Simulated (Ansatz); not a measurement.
**WF (quartet): from Hartree-Fock to the top rungs, def2-QZVPP**

The task here is to estimate one member of a computed series from the others.

Method: def2-QZVPP, core rule «outside noble gas», up to 5 orbitals frozen; program: Ansatz 0.2.0, Gaussian basis.

Plan: UHF; ROHF; CCSD(T) on UHF.

2 further runs of the same task are left out: 2 set aside as unsound or not needed.

## The system

The geometry is a PBE0/def2-TZVP stationary point (not a proven minimum) of the parent state, kept for this charge and spin. No spin-orbit coupling is included. Elements past krypton take def2 core potentials.

2 atoms, charge 0, spin multiplicity 4.

Atoms are counted from 1 here; the program's logs count them from 0.

Bond lengths: W1–F2 1.828 Å.

Set-up of the first run:

in.yaml reads:

```yaml
crystal:
  periodic: [false, false, false]
  atoms:
    - {symbol: W, position_ang: [0.000000, 0.000000, 0.000000]}
    - {symbol: F, position_ang: [0.000000, 0.000000, 1.827922]}
basis:
  gaussian: {orbitals: "def2-QZVPP.json"}
magnetization: {spin_polarized: true, initial_magnetization: 3}
hamiltonian: {xc: hf}
output: {orbitals: {seedname: orbitals}}
```

Run with:

```sh
ansatz run in.yaml --threads 1 --pin off --events-out ev --progress --plain --max-ram 4096MiB --backend cpu
```

Steps of the session up to this table: UHF; ROHF; CCSD(T) on UHF.

One of the session's tables, all rows but one given; the rest of the session is left out.

It belongs to the step «Misses and costs». 

```
  method  from UCCSD(T) (meV)
    ROHF             +12016.3
     UHF             +11485.8
    UMP2               +850.8
   UCCSD                    ?
UCCSD(T)                    0
```

**Question.** Estimate the row for UCCSD.

The run gave: from UCCSD(T) (meV): +510.2. In the column «from UCCSD(T) (meV)» it lies between UCCSD(T) (0) and UMP2 (+850.8).

Caveats from the session: The determinant is far from a pure spin state, so its energy mixes those of several spin states (harmless only where they are near-degenerate, as at dissociation). Warnings: spin contamination; coupled cluster took another determinant than the lowest.
